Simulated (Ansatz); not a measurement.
# SiW (CsCl type): how the settings move a single-point run

Aim: see which settings change the result for SiW (CsCl type), by how much, and at what cost.

Method: reference: DFT, LDA, all-electron LAPW, scalar-relativistic, in Ansatz 0.2.0.

1 further run of the same task is left out (it didn't finish). Runs told in other sessions of the task aren't counted.

## Step 1: Starting point

The structure is cubic, space group Pm-3m (No. 221). Conventional cell: a = 2.610 Å, b = 2.610 Å, c = 2.610 Å, α = 90.00°, β = 90.00°, γ = 90.00°. Around W (site symmetry m-3m) lie 8 Si at 2.26 Å. Si (site symmetry m-3m) is surrounded by 8 W at 2.26 Å.

As a file:

```cif
data_structure
_symmetry_space_group_name_H-M 'Pm-3m'
_symmetry_Int_Tables_number 221
_cell_length_a 2.6100
_cell_length_b 2.6100
_cell_length_c 2.6100
_cell_angle_alpha 90.000
_cell_angle_beta 90.000
_cell_angle_gamma 90.000
_cell_volume 17.78
loop_
_atom_site_label
_atom_site_type_symbol
_atom_site_symmetry_multiplicity
_atom_site_Wyckoff_symbol
_atom_site_fract_x
_atom_site_fract_y
_atom_site_fract_z
_atom_site_occupancy
W1 W 1 a 0.00000 0.00000 0.00000 1
Si1 Si 1 b 0.50000 0.50000 0.50000 1
```

## Step 2: Reference

Input file input.yaml:

```yaml
crystal:
  lattice:
    - [2.6100344007, 0.0, 0.0]
    - [0.0, 2.6100344007, 0.0]
    - [0.0, 0.0, 2.6100344007]
  atoms:
    - { symbol: W, position: [0.0, 0.0, 0.0] }
    - { symbol: Si, position: [0.5, 0.5, 0.5] }
kpoints:
  mp_grid: { grid: [13, 13, 13] }
scf:
  occupations: { method: fermi_dirac, width: 0.05 }
hamiltonian:
  xc: lda
  pseudopotentials: { kind: all_electron, lapw: { basis_error: 0.001 } }
output:
  forces: true
  stress: true
  eigenvalues: true
  populations: true
```

On the command line:

```sh
$ ansatz run input.yaml --threads 1 --pin off --max-ram 2048MiB --backend cpu --events-out ev --progress --plain --runs-dir out
```

## Step 3: Variant: occupations.method cold, occupations.width 0.01, preconditioner kerker, hubbard.sites [{species: W, l: d, u_eff: 5.0}], hubbard.double_counting fll

Edit input.yaml of step 2 so:

```diff
@@ -11,3 +11,4 @@
 scf:
-  occupations: { method: fermi_dirac, width: 0.05 }
+  occupations: { method: cold, width: 0.01 }
+  mixing: { preconditioner: kerker }
 hamiltonian:
@@ -15,2 +16,3 @@
   pseudopotentials: { kind: all_electron, lapw: { basis_error: 0.001 } }
+  hubbard: { sites: [{ species: W, l: d, u_eff: 5.0 }], double_counting: fll }
 output:
```

What does the calculation give? Wanted: for each run, ending; energy change; pressure; gap; force.

**Answer**, as computed:

```
                                                                                                                                                   run     ending                                                         energy change  pressure (GPa)  gap (eV)  force (eV/Å)  cycles  time
                                                                                                                                             reference  converged                                                                     0           263.6      0.00          0.00       7  28 s
1: occupations.method cold, occupations.width 0.01, preconditioner kerker, hubbard.sites [{species: W, l: d, u_eff: 5.0}], hubbard.double_counting fll  converged  +3.00 eV/atom (σ→0) (Hubbard term changed: no physical gain or loss)           255.3      0.00          0.00       9  39 s
```

Residual by cycle in the longest SCF loop of each run; runs are numbered as in the table. The quantity is the density residual dr2, in eV.

```
cycle  reference    run 1
    1     0.0409   0.0253
    2      0.038   0.0669
    3    0.00231   0.0279
    4     4.8e-4  0.00904
    5     4.6e-5  0.00418
    6     1.3e-6   9.7e-5
    7     8.6e-9   8.6e-6
    8          -   1.4e-6
    9          -   3.4e-8
```

Changing the smearing, mixing, Hubbard U and double counting of the Hubbard term moves the energy by +3.00 eV/atom (σ→0 values), and the pressure goes from 263.6 to 255.3 GPa. Mixing only sets the path, so the shift comes from the other change. The U term adds an energy of its own, so the shift says nothing about which run is better. Cost: 9 SCF cycles against 7. A changed U is a change of model: its shifts are not errors of convergence. The structure is not at rest: the sound run finds 264 GPa, so these are no properties of the relaxed crystal. The reference leaves spin out although W can carry a moment, so its state need not be the lowest.
